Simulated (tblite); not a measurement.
# C5H9FSi2: the cost of one run

Programs: tblite 0.8.0 and PySCF 2.14.0, with density-fitted response routines of our own. Each step states its level of theory. These are calculated values for one molecule in the gas phase, unless marked as measured. Atoms count from 0, in the outputs and in this text.

## 1. The molecule as given

17 atoms, charge 0, multiplicity 1; geometry from: force field or distance geometry start.

Bonds of the start (Å): C0–C1 1.24, C1–Si2 1.80, Si2–Si3 2.21, Si3–C4 1.86, C4–C5 1.53, C5–F6 1.37, C5–C7 1.53, C7–Si3 1.87, C0–H8 1.07, Si2–H9 1.47, Si2–H10 1.47, Si3–H11 1.46, C4–H12 1.11, C4–H13 1.12, C5–H14 1.10, C7–H15 1.10, C7–H16 1.09.

## 2. Relaxing the molecule with GFN2-xTB

Job settings and geometry (Å):

```
{"job": {"kind": "relax", "xc": "GFN2-xTB", "basis": "xTB"}, "charge": 0, "multiplicity": 1}
C      3.325200    -2.524900     0.641500
C      2.751400    -1.480800     0.306800
Si     1.910300     0.037900    -0.179100
Si    -0.261300    -0.359700    -0.258500
C     -1.326400     0.490300     1.005700
C     -2.355300     0.656900    -0.108300
F     -3.301100     1.632200     0.092200
C     -1.179900     1.100200    -0.978100
H      3.808400    -3.437500     0.911400
H      2.274500     1.084700     0.782000
H      2.444500     0.432700    -1.485600
H     -0.702200    -1.666600    -0.724100
H     -1.687000    -0.115100     1.860000
H     -0.911400     1.482000     1.306700
H     -2.737800    -0.323900    -0.427900
H     -1.318400     0.942200    -2.056400
H     -0.740300     2.061400    -0.698300
```

On the command line:

```
$ OMP_NUM_THREADS=1 python probes_run.py task.json out
```

This one command runs all jobs of the session in turn.

**Question.** How long does this first job take on 1 thread of Intel Xeon at 2.50GHz, shared host, and how much memory does it need?

About 2.7 s, with a peak of 0.18 GiB.
